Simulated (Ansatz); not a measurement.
# C5HBClF7O2: small, medium and large basis sets

An exercise on one series of results from a longer session: the logs are not shown, and one member is left open.

Program: Ansatz 0.2.0, Gaussian basis. Level of theory: one geometry, several basis sets. These are calculated values, not measurements.

The runs, in order: PBE0-D4/def2-SVP; ωB97M-V/def2-SVP; PBE0-D4/def2-QZVPP; ωB97M-V/def2-QZVPP; the functionals' def2-TZVPP values are taken from earlier runs.

### Structure used throughout

The geometry comes from an earlier relaxation with PBE0-D4 in a triple-zeta def2 set; it is a stationary point, not always the lowest conformer.

SMILES `F[B-]1(Cl)OC(C(F)(F)F)=CC(C(F)(F)F)=[O+]1`, 17 atoms, charge 0, spin multiplicity 1.

Atoms are counted from 1 here; the program's logs count them from 0.

Bond lengths: F1–B2 1.337 Å, B2–Cl3 1.816 Å, B2–O4 1.521 Å, B2–O16 1.521 Å, O4–C5 1.265 Å, C5–C6 1.529 Å, C5–C10 1.383 Å, C6–F7 1.330 Å, C6–F8 1.327 Å, C6–F9 1.325 Å, C10–C11 1.383 Å, C10–H17 1.077 Å, C11–C12 1.529 Å, C11–O16 1.265 Å, C12–F13 1.327 Å, C12–F14 1.330 Å, C12–F15 1.325 Å. Angles: F1–B2–Cl3 116.2°, F1–B2–O4 108.8°, F1–B2–O16 108.8°, Cl3–B2–O4 107.9°, Cl3–B2–O16 108.0°, O4–B2–O16 106.8°, B2–O4–C5 121.3°, O4–C5–C6 113.8°, O4–C5–C10 124.4°, C6–C5–C10 121.7°, C5–C6–F7 110.9°, C5–C6–F8 109.8°, C5–C6–F9 109.9°, F7–C6–F8 108.6°, F7–C6–F9 108.6°, F8–C6–F9 108.9°, C5–C10–C11 115.4°, C5–C10–H17 122.1° and more.

The first run:

The input, in.yaml:

```yaml
crystal:
  periodic: [false, false, false]
  atoms:
    - {symbol: F, position_ang: [-2.068788, -2.131028, -1.098975]}
    - {symbol: B, position_ang: [-1.431505, -1.483924, -0.117302]}
    - {symbol: Cl, position_ang: [-1.871016, -1.965716, 1.577035]}
    - {symbol: O, position_ang: [-1.693659, 0.007536, -0.263505]}
    - {symbol: C, position_ang: [-0.794906, 0.861544, -0.009808]}
    - {symbol: C, position_ang: [-1.296551, 2.306224, -0.011340]}
    - {symbol: F, position_ang: [-0.307122, 3.152111, 0.261683]}
    - {symbol: F, position_ang: [-1.795624, 2.608585, -1.203109]}
    - {symbol: F, position_ang: [-2.244890, 2.454966, 0.902508]}
    - {symbol: C, position_ang: [0.536803, 0.555527, 0.204420]}
    - {symbol: C, position_ang: [0.889622, -0.760405, -0.034023]}
    - {symbol: C, position_ang: [2.352115, -1.206370, -0.065459]}
    - {symbol: F, position_ang: [2.656516, -1.666384, -1.272458]}
    - {symbol: F, position_ang: [3.163504, -0.191628, 0.219113]}
    - {symbol: F, position_ang: [2.549621, -2.168696, 0.824031]}
    - {symbol: O, position_ang: [0.066456, -1.687127, -0.288970]}
    - {symbol: H, position_ang: [1.270424, 1.314281, 0.416458]}
basis:
  gaussian: {orbitals: def2-SVP}
hamiltonian: {xc: pbe0, dispersion: d4}
output: {orbitals: {seedname: orbitals}}
```

Started as:

```sh
$ ansatz run in.yaml --threads 11 --pin off --events-out ev --progress --plain --max-ram 174080MiB --backend cpu
```

Steps of the session up to this table: PBE0-D4 in def2-SVP; ωB97M-V in def2-SVP; PBE0-D4 in def2-QZVPP; ωB97M-V in def2-QZVPP.

One table of the session follows, with a row left open; its other results are not shown here.

```
functional       basis  HOMO (eV)  LUMO (eV)
   PBE0-D4    def2-SVP      -8.72      -4.02
   PBE0-D4  def2-TZVPP      -8.90      -4.05
   PBE0-D4  def2-QZVPP      -8.94      -4.08
   ωB97M-V    def2-SVP     -10.95      -1.84
   ωB97M-V  def2-TZVPP     -11.16      -1.92
   ωB97M-V  def2-QZVPP          ?          ?
```

**Question.** Estimate the row for ωB97M-V, def2-QZVPP.

As computed: HOMO (eV): -11.20; LUMO (eV): -1.96. In the column «HOMO (eV)» it is the lowest.
